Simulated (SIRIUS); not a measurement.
The system is TiSn.

```
CELL_PARAMETERS angstrom
0.00000 2.80055 2.80055
2.80055 0.00000 2.80055
2.80055 2.80055 0.00000
ATOMIC_POSITIONS crystal
Ti 0.00000 0.00000 0.00000
Sn 0.50000 0.50000 0.50000
```

The cell was built by a generator and needn't be a form met in nature.

Base run:

- Program: SIRIUS 7.10.0
- Functional: RGE2
- Potentials or basis: PseudoDojo 0.4.1 PBE standard (scalar relativistic)
- Cutoff: 1152 eV
- Density cutoff: 4606 eV
- k mesh: 8 × 8 × 8
- Occupations: fermi-dirac, width 0.05 eV
- Spin: no spin polarisation

Its results: band gap on the k mesh none (metal or under the smearing width); pressure -2.2 GPa.

Q: After a change of settings the same cell gave: band gap on the k mesh none (metal or under the smearing width); pressure 0.1 GPa. Which change was it?
A. functional from RGE2 to LDA; libxc names from ["XC_GGA_X_RGE2", "XC_GGA_C_RGE2"] to ["XC_LDA_X", "XC_LDA_C_PW"]
B. functional from RGE2 to BLYP; libxc names from ["XC_GGA_X_RGE2", "XC_GGA_C_RGE2"] to ["XC_GGA_X_B88", "XC_GGA_C_LYP"]
C. functional from RGE2 to mPWLYP; libxc names from ["XC_GGA_X_RGE2", "XC_GGA_C_RGE2"] to ["XC_GGA_X_MPW91", "XC_GGA_C_LYP"]
D. functional from RGE2 to PBE; libxc names from ["XC_GGA_X_RGE2", "XC_GGA_C_RGE2"] to ["XC_GGA_X_PBE", "XC_GGA_C_PBE"]

A: D.

Caveats: the potentials were made for another functional, which shifts forces and pressure (some runs).
